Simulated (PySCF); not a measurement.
# GaAlSiH4S (SMILES [AlH]1[SiH2][GaH][S]1): r2SCAN/cc-pVDZ

What is the vertical ionisation energy of GaAlSiH4S at r2SCAN/cc-pVDZ? 

Program for the calculation: PySCF 2.14.0.

## Step 1: The structure to begin with

GaAlSiH4S has 8 atoms, charge 0, and is taken as a singlet. As SMILES, `[AlH]1[SiH2][GaH][S]1`. The coordinates come from a PBE0-D4/def2-TZVP relaxation.

Bond lengths: Al1–Si2 2.440 Å, Si2–Ga3 2.413 Å, Al1–S4 2.193 Å, Ga3–S4 2.250 Å, Al1–H5 1.584 Å, Si2–H6 1.491 Å, Si2–H7 1.492 Å, Ga3–H8 1.565 Å. Some angles: Al1–Si2–Ga3 77.4°, Si2–Al1–S4 98.5°, Si2–Ga3–S4 97.8°, Al1–S4–Ga3 86.1°, Al1–Si2–H6 121.0°, Al1–Si2–H7 117.3°, Ga3–Si2–H6 116.6°, Ga3–Si2–H7 113.3°, Si2–Al1–H5 139.1°, S4–Al1–H5 122.4°.

## Step 2: The energy at r2SCAN/cc-pVDZ

Input file calc.py:

```python
from pyscf import gto, dft

system = gto.Mole()
system.atom = '''
Al    -0.913872     1.987992    -2.246695
Si     1.744595     0.883825     1.354934
Ga    -0.873242    -2.819660     0.877400
S     -3.005609    -1.573575    -2.582878
H     -1.408980     4.314812    -4.063856
H      1.532379     2.274663     3.795137
H      4.474305     0.395142     0.848109
H     -1.549386    -5.463198     2.017850
'''
system.basis = 'cc-pvdz'
system.spin = 0
system.max_memory = 1860
system.charge = 0
system.unit = 'bohr'
system.verbose = 3
system.build()

ks = dft.RKS(system)
ks.xc = 'r2scan'
ks.grids.level = 1
ks.conv_tol = 1e-10
ks.kernel()
if not ks.converged:
    ks = ks.newton().run(ks.mo_coeff, ks.mo_occ)

e_final = ks.e_tot
print('E(%s) = %.9f' % ('R2SCAN', e_final))
```

Command:

```
OMP_NUM_THREADS=1 python calc.py
```

What it wrote:

```text
converged SCF energy = -2857.31117968973
E(R2SCAN) = -2857.311179690
```

Wall time 9 s (1 thread of Arm Neoverse V2, shared host); peak memory 0.38 GiB.

## Step 3: The doublet cation, same level

Input file calc.py:

```python
from pyscf import gto, dft

system = gto.M(
    atom=[
    ('Al', (-0.483600, 1.052000, -1.188900)),
    ('Si', (0.923200, 0.467700, 0.717000)),
    ('Ga', (-0.462100, -1.492100, 0.464300)),
    ('S', (-1.590500, -0.832700, -1.366800)),
    ('H', (-0.745600, 2.283300, -2.150500)),
    ('H', (0.810900, 1.203700, 2.008300)),
    ('H', (2.367700, 0.209100, 0.448800)),
    ('H', (-0.819900, -2.891000, 1.067800)),
],
    basis='cc-pvdz',
    charge=1,
    spin=1,
    verbose=3,
    max_memory=1860,
)

mf = dft.UKS(system, xc='r2scan')
mf.grids.level = 1
mf.conv_tol = 1e-10
mf.kernel()
if not mf.converged:
    mf = mf.newton().run(mf.mo_coeff, mf.mo_occ)

etot = mf.e_tot
print(f'total energy: {etot:.8f} hartree')
```

Command:

```
OMP_NUM_THREADS=1 python calc.py
```

What it wrote:

```text
converged SCF energy = -2856.99235912305  <S^2> = 0.763188  2S+1 = 2.0131448
total energy: -2856.99235912 hartree
```

Run time: 20 s. Hardware: 1 thread of Arm Neoverse V2, shared host; peak memory 0.39 GiB.

## Step 4: What came out

Level: r2SCAN/cc-pVDZ.

| quantity | value |
| --- | --- |
| singlet GaAlSiH4S: total energy | -2857.31118 Eh |
| singlet GaAlSiH4S: dipole moment | 1.46 D |
| singlet GaAlSiH4S: HOMO energy | -6.22 eV |
| singlet GaAlSiH4S: LUMO energy | -2.57 eV |
| singlet GaAlSiH4S: HOMO–LUMO gap | 3.65 eV |
| doublet cation: total energy | -2856.99236 Eh |
| doublet cation: HOMO energy (highest over α and β) | -11.65 eV |
| doublet cation: LUMO energy (lowest over α and β) | -11.06 eV |
| doublet cation: ⟨S²⟩ | 0.763 |
| vertical ionisation energy (to the doublet cation) | 8.676 eV |

The vertical ionisation energy comes to 8.68 eV (837 kJ/mol). The negative HOMO energy of the first species, 6.22 eV, lies 2.46 eV below that difference. Mulliken charges (doublet cation) run from -0.17 on S4 to +0.51 on Al1; they depend strongly on the basis.
